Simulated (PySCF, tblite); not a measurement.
**CH9NSi2, a small molecule taken as a stand-in for a surface group (silicon nitride N site): NMR shifts, core binding energies and electronic excitations**

Aim: the NMR shifts, core binding energies and electronic excitations of `CN([SiH3])[SiH3]`.

Programs: tblite 0.8.0 and PySCF 2.14.0. All values are calculated, for the isolated system unless a continuum is named. Atoms count from 0, parts from 1.

## Step 1: Starting point

13 atoms, charge 0, multiplicity 1; geometry: distance geometry start.

## Step 2: Geometry optimisation with GFN2-xTB

The job: settings as JSON, then the geometry in Å.

```
{"job": {"kind": "relax", "xc": "GFN2-xTB", "basis": "xTB"}, "charge": 0, "multiplicity": 1}
Si     0.392627     1.713854    -0.694842
N      1.384226     0.212061    -0.403212
Si     2.449224     0.213672     1.019342
C      0.690644    -1.027323    -0.696351
H      0.775464     2.718727     0.253464
H      0.677644     2.244662    -1.995625
H     -0.986481     1.472191    -0.551309
H      2.237092    -0.981032     1.770904
H      3.804627     0.274655     0.600507
H      2.157963     1.350293     1.833734
H      0.587947    -1.152380    -1.733929
H     -0.291105    -0.979284    -0.264077
H      1.201130    -1.817311    -0.287658
```

With the program's defaults for keys left out, this is: GFN2-xTB geometry optimisation, gas phase.

Started as:

```bash
OMP_NUM_THREADS=1 python cluster_run.py task.json out
```

This one command runs all jobs of the session in turn.

**Question.** The jobs that follow are: PBE0-D3(BJ)/def2-SVP geometry optimisation, gas phase; GIAO PBE0/pcSseg-2 NMR shielding, non-relativistic, gas phase; delta-SCF UKS SCAN, pcX-2 on the ionised atom, pcseg-1 elsewhere, spin-free X2C; TDDFT CAM-B3LYP/def2-SVPD, vertical, gas phase, core orbitals frozen in the response. Predict: point group; rotational constants (main isotopes); $^{13}$C shifts against TMS (PBE0/pcSseg-2); $^{1}$H shifts against TMS (PBE0/pcSseg-2, means over atoms taken as alike); $^{29}$Si shifts against TMS (PBE0/pcSseg-2, means over atoms taken as alike); $^{15}$N shifts against NH3 (PBE0/pcSseg-2); Si2p binding energies, SCAN/pcX-2; N1s binding energies, SCAN/pcX-2; C1s binding energies, SCAN/pcX-2; lowest singlet (CAM-B3LYP/def2-SVPD); brightest single state of those computed; lowest triplet; vertical ionisation energy (ΔSCF).

As calculated:

| quantity | value |
| --- | --- |
| point group | Cs |
| rotational constants (main isotopes) | 6.17, 2.99, 2.14 GHz |
| $^{13}$C shifts against TMS (PBE0/pcSseg-2) | 36.9 ppm |
| $^{1}$H shifts against TMS (PBE0/pcSseg-2, means over atoms taken as alike) | 4.80, 4.75, 4.67, 2.73, 2.62 ppm |
| $^{29}$Si shifts against TMS (PBE0/pcSseg-2, means over atoms taken as alike) | -42.2 ppm |
| $^{15}$N shifts against NH3 (PBE0/pcSseg-2) | -0.5 ppm |
| Si2p binding energies, SCAN/pcX-2 | Si0 107.15 eV |
| N1s binding energies, SCAN/pcX-2 | N1 404.09 eV |
| C1s binding energies, SCAN/pcX-2 | C3 291.78 eV |
| lowest singlet (CAM-B3LYP/def2-SVPD) | 6.00 eV (207 nm), f = 0.001 |
| brightest single state of those computed | state 3, 6.98 eV, f = 0.037 |
| lowest triplet | 5.73 eV |
| vertical ionisation energy (ΔSCF) | 8.98 eV |

Over 7 steps the energy fell by 0.178 eV; of the close pairs, C3–H10 changed most, 1.063 to 1.106 Å (PBE0/def2-SVP). At PBE0/pcSseg-2: The largest span, 140 ppm, is at Si0, Si2, where the paramagnetic term is -494 ppm. The first singlet state (HOMO→LUMO 0.88, HOMO→LUMO+1 0.09) lies at 6.00 eV and is dark; of the 6 states computed, the strongest absorption comes from state 3 at 6.98 eV. The lowest triplet lies 0.27 eV below the lowest singlet (triplets in Tamm-Dancoff, singlets in full TDDFT). The orbital energy would give 8.35 eV for ionisation, ΔSCF gives 8.98 eV. A capped cluster stands for the solid here, so long-range fields and strain are missing, and bands or shifts of the capping hydrogens have no counterpart in it.
